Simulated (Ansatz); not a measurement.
A nudged elastic band was laid between two geometries of a periodic cell of 17 atoms, CuSi₁₆ (host Si, host structure diamond, interstitial Cu), cell charge +1.

The calculation used DFT PBEsol, scalar-relativistic, plane waves, PAW (Ansatz). Settings: PAW set soft_1, cutoff 420 eV, k mesh 2x2x2, gaussian smearing 0.02 eV, no spin polarisation.

```yaml
movable_images: 5
climbing_image: yes
spring: 5.0 eV/Å²
optimiser: fire
start_path: straight line
force_threshold: 0.05 eV/Å
iteration_limit: 55
end_points: relaxed
```

First end point:

```xyz
17
Lattice="0.0000 5.4300 5.4300 5.4300 0.0000 5.4300 5.4300 5.4300 0.0000" Properties=species:S:1:pos:R:3
Si 0.067 0.067 -0.037
Si 1.418 1.418 1.298
Si 2.772 2.769 -0.055
Si 4.123 4.125 1.288
Si 2.754 0.067 2.650
Si 4.023 1.368 4.124
Si 5.425 2.787 2.723
Si 6.859 4.126 4.024
Si 0.067 2.752 2.650
Si 1.366 4.024 4.123
Si 2.784 5.425 2.720
Si 4.125 6.856 4.023
Si 2.562 2.560 5.587
Si 4.024 4.025 6.782
Si 5.429 5.426 5.365
Si 6.641 6.645 6.938
Cu 3.898 3.907 4.253
```

Last end point:

```xyz
17
Lattice="0.0000 5.4300 5.4300 5.4300 0.0000 5.4300 5.4300 5.4300 0.0000" Properties=species:S:1:pos:R:3
Si 0.139 0.144 -0.144
Si 1.364 1.357 1.424
Si 2.764 2.760 0.009
Si 4.227 4.223 1.207
Si 2.664 -0.074 2.766
Si 4.001 1.363 4.067
Si 5.421 2.760 2.670
Si 6.723 4.033 4.139
Si -0.064 2.660 2.770
Si 1.364 4.007 4.073
Si 2.764 5.421 2.670
Si 4.040 6.720 4.140
Si 2.664 2.664 5.504
Si 4.022 4.014 6.845
Si 5.371 5.366 5.493
Si 6.723 6.721 6.827
Cu 2.879 2.889 2.542
```

Q: What changes between the two ends?

A: Contacts lost: Si14–Cu17, Si15–Cu17. Contacts made: Si2–Cu17, Si3–Cu17. The atom that moves furthest is Cu17, by 2.24 Å.

Q: Give the energies along the band, and the barrier.

A: The forces met the threshold. The highest image is number 3 of 0 to 6, 0.013 eV above the ends, which have the same energy within 2 meV. By the program's own check the climbing image is of a kind that is not told: the force calls were inconclusive, a negative curvature could not be distinguished from the path's own, the only one lies far off the path, or fixed occupations may fill a level only in part (lowest curvatures found: -0.14 and 0.73 eV/Å²). Limits of this set-up: coarse k mesh, PAW files made for another functional, charged cell in a uniform background, uncorrected.

| image | path coordinate (Å) | energy (eV) | Si14–Cu17 (Å) | Si15–Cu17 (Å) | Si2–Cu17 (Å) |
| --- | --- | --- | --- | --- | --- |
| 0 | 0.00 | 0.000 | 2.54 | 2.43 | 4.57 |
| 1 | 0.46 | -0.001 | 2.84 | 2.56 | 4.22 |
| 2 | 0.91 | -0.004 | 3.20 | 2.85 | 3.76 |
| 3 | 1.37 | 0.013 | 3.54 | 3.29 | 3.30 |
| 4 | 1.83 | -0.003 | 3.85 | 3.76 | 2.85 |
| 5 | 2.28 | -0.001 | 4.21 | 4.22 | 2.56 |
| 6 | 2.74 | 0.000 | 4.57 | 4.57 | 2.43 |

Q: What is the geometry of the highest image?

A: 
```xyz
17
Lattice="0.0000 5.4300 5.4300 5.4300 0.0000 5.4300 5.4300 5.4300 0.0000" Properties=species:S:1:pos:R:3
Si 0.131 0.130 0.174
Si 1.501 1.500 1.476
Si 2.769 2.769 -0.033
Si 4.119 4.118 1.302
Si 2.754 -0.001 2.774
Si 4.156 1.276 4.123
Si 5.512 2.631 2.669
Si 6.789 4.033 4.017
Si 0.000 2.753 2.774
Si 1.277 4.156 4.123
Si 2.632 5.511 2.669
Si 4.034 6.788 4.017
Si 2.669 2.668 5.490
Si 4.019 4.018 6.825
Si 5.287 5.287 5.316
Si 6.657 6.657 6.617
Cu 3.395 3.394 3.397
```

Time of the run: 13 min on 1 thread of Intel(R) Xeon(R) Platinum 8488C (Sapphire Rapids) (shared host), peak memory 1 GiB.
